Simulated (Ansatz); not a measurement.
A run of Ansatz 0.2.0 is set up as follows.

The input input.yaml:

```yaml
crystal:
  lattice:
    - [4.01594, 0.0, 0.0]
    - [-2.00797, 3.47791, 0.0]
    - [0.0, 0.0, 4.4042]
  atoms:
    - { symbol: Zn, position: [0.0, 0.0, 0.5] }
    - { symbol: Ga, position: [0.66667, 0.33333, 0.0] }
    - { symbol: P, position: [0.33333, 0.66667, 0.5] }
hamiltonian:
  xc: pbesol
  pseudopotentials: { kind: paw }
kpoints:
  mp_grid: { grid: [8, 8, 6] }
scf:
  occupations: { method: fermi_dirac, width: 0.05 }
output:
  forces: true
  stress: true
  eigenvalues: true
relax:
  f_tol: 0.01
  max_steps: 40
  cell: { stress_tol: 0.05 }
```

Potentials or basis: Ansatz PAW.

Run with:

```sh
$ ansatz run input.yaml --threads 2 --pin off --max-ram 5632MiB --backend cpu --events-out ev --progress --plain --runs-dir out
```

Task: Estimate the band gap on the k mesh.

Result: None (metal or under the smearing width).

Task: What does it give for the relaxed volume?

Result: 19.01 Å³/atom.

Final structure:
```xyz
3
Lattice="3.9564 0.0000 0.0000 -1.9782 3.4264 0.0000 0.0000 0.0000 4.2078" Properties=species:S:1:pos:R:3 pbc="T T T"
Zn    0.0000    0.0000    2.1039
Ga    1.9782    1.1421    0.0000
P     0.0000    2.2843    2.1039
```

Caveat: the PAW data sets come from PBE, with cores solved anew for the run's functional, which leaves a small shift of forces and pressure.
